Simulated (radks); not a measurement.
# Taking charge from the 3d level of Xe in fractions

The task here is to estimate one member of a computed series from the others.

Method: scalar-relativistic Kohn-Sham, PBEsol, spin-polarised, spherical densities, point nucleus. Code: radks (a radial shooting solver on a logarithmic mesh, Libxc functionals) version 1.

### The system

```
element       : xenon (Z = 54)
charge        : 0
electrons     : 54
configuration : [Ar] 3d(up 5, down 5) 4s2 4p6 4d10 5s2 5p6
```

A shell typed twice in an input gives spin up, then spin down.

The first run:

Settings of this run:

```text
Z 54
configuration [Ar] 3d5 3d5 4s2 4p6 4d10 5s2 5p6
relativity scalar-relativistic
functional pbe_sol,pbe_sol
spin polarised
nucleus point
c 137.035999084
```

Steps of the session up to this table: Start: [Ar] 3d(up 5, down 5) 4s2 4p6 4d10 5s2 5p6.

One table of the session follows, with a row left open; its other results are not shown here.

It belongs to the step «Start: [Ar] 3d(up 5, down 5) 4s2 4p6 4d10 5s2 5p6». From the orbitals of this run (lengths in bohr):

```
level     <r>  outermost maximum (interpolated)  90 % within  nodes
   3s       ?                                 ?            ?      ?
   3p  0.3045                             0.273        0.457      1
   3d  0.2810                             0.226        0.441      0
   4s  0.7168                             0.661         1.03      3
   4p  0.7651                             0.693         1.12      2
   4d  0.8774                             0.748         1.33      1
   5s   1.860                              1.62         2.72      4
   5p   2.309                              1.91         3.47      3
```

**Question.** Estimate the row for 3s.

The run gave: <r>: 0.3066; outermost maximum (interpolated): 0.279; 90 % within: 0.450; nodes: 2. In the column «<r>» it lies between 3p (0.3045) and 4s (0.7168).
